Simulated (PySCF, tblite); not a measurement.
**C2H9BrOSi3: geometry, infrared bands and NMR shifts**

What infrared bands and NMR shifts should C2H9BrOSi3 (`O[Si@@H]1[SiH2]C[C@@H](Br)[SiH2]1`) show?

The runs use tblite 0.8.0 and PySCF 2.14.0, with density-fitted response routines of our own; the level of theory stands in each step. All values are computed, except where a source is named. Atoms count from 0, in the outputs and in this text.

## Step 1: The starting structure

16 atoms, charge 0, multiplicity 1; geometry from: force field or distance geometry start.

Bonds of the start (Å): O0–Si1 1.71, Si1–Si2 2.24, Si2–C3 1.86, C3–C4 1.49, C4–Br5 1.94, C4–Si6 1.85, Si6–Si1 2.25, O0–H7 1.00, Si1–H8 1.44, Si2–H9 1.46, Si2–H10 1.45, C3–H11 1.11, C3–H12 1.13, C4–H13 1.11, Si6–H14 1.46, Si6–H15 1.46.

## Step 2: Relaxing the molecule with GFN2-xTB

Job settings and geometry (Å):

```
{"job": {"kind": "relax", "xc": "GFN2-xTB", "basis": "xTB"}, "charge": 0, "multiplicity": 1}
O      1.414900     2.027500     1.268000
Si     0.877800     1.452100    -0.247600
Si    -1.303300     0.939500    -0.220400
C     -1.076900    -0.706500     0.623900
C     -0.175100    -1.544400    -0.212400
Br    -1.075300    -1.844300    -1.901400
Si     1.465000    -0.714800    -0.419800
H      0.779700     1.818900     2.017000
H      1.280100     2.237500    -1.379300
H     -1.802900     0.687700    -1.568600
H     -2.100800     1.879000     0.546700
H     -2.046000    -1.191600     0.839700
H     -0.558600    -0.506900     1.605700
H     -0.027000    -2.527700     0.288300
H      1.871700    -0.887800    -1.814200
H      2.469000    -1.109400     0.563200
```

The run is started by

```sh
$ OMP_NUM_THREADS=1 python probes_run.py task.json out
```

One launch serves the whole session: the jobs run in the order shown.

**Question.** This job is followed by: GFN2-xTB harmonic vibrations, gas phase; GIAO PBE0/pcSseg-1 NMR shielding, non-relativistic, gas phase. What will the session give for the following? strongest single infrared mode (GFN2-xTB); zero-point energy (GFN2-xTB); ¹³C shifts against TMS (PBE0/pcSseg-1); ¹H shifts against TMS (PBE0/pcSseg-1); ¹⁷O shifts against H2O (PBE0/pcSseg-1); ²⁹Si shifts against TMS (PBE0/pcSseg-1); ⁷⁹Br shifts against HBr (PBE0/pcSseg-1).

The runs gave:

```
                                 quantity                                                      value
strongest single infrared mode (GFN2-xTB)                                       703 cm⁻¹, 508 km/mol
             zero-point energy (GFN2-xTB)                                              62.6 kcal/mol
   ¹³C shifts against TMS (PBE0/pcSseg-1)                                             52.9, 22.4 ppm
    ¹H shifts against TMS (PBE0/pcSseg-1)  6.22, 4.53, 4.26, 4.09, 4.07, 3.90, 2.21, 1.31, -0.36 ppm
   ¹⁷O shifts against H2O (PBE0/pcSseg-1)                                                   -5.2 ppm
  ²⁹Si shifts against TMS (PBE0/pcSseg-1)                                     -1.1, -64.8, -80.5 ppm
  ⁷⁹Br shifts against HBr (PBE0/pcSseg-1)                                                    466 ppm
```

What this shows: Over 103 steps the energy fell by 1.051 eV; of the close pairs, Si1–Si2 changed most, 2.241 to 2.335 Å. No mode is imaginary among the 42: a minimum at this level. The strongest single mode, at 703 cm⁻¹, has its largest shares on Si2, C3, H10 and H14 (the list is cut at 4 atoms). GFN2-xTB is a fitted tight-binding method: band positions and strengths are rough. Its intensities can rank the bands wrongly. C4 stands next to heavy halogen, whose spin-orbit shielding this run leaves out, so the computed shift lies too far downfield, most of all for carbon beside Br or I. At PBE0/pcSseg-1: The widest tensor belongs to Br5: span 1235 ppm, with a paramagnetic part of -969 ppm. Spin-orbit coupling is left out, which matters for shieldings and couplings at and beside the heavy atoms.
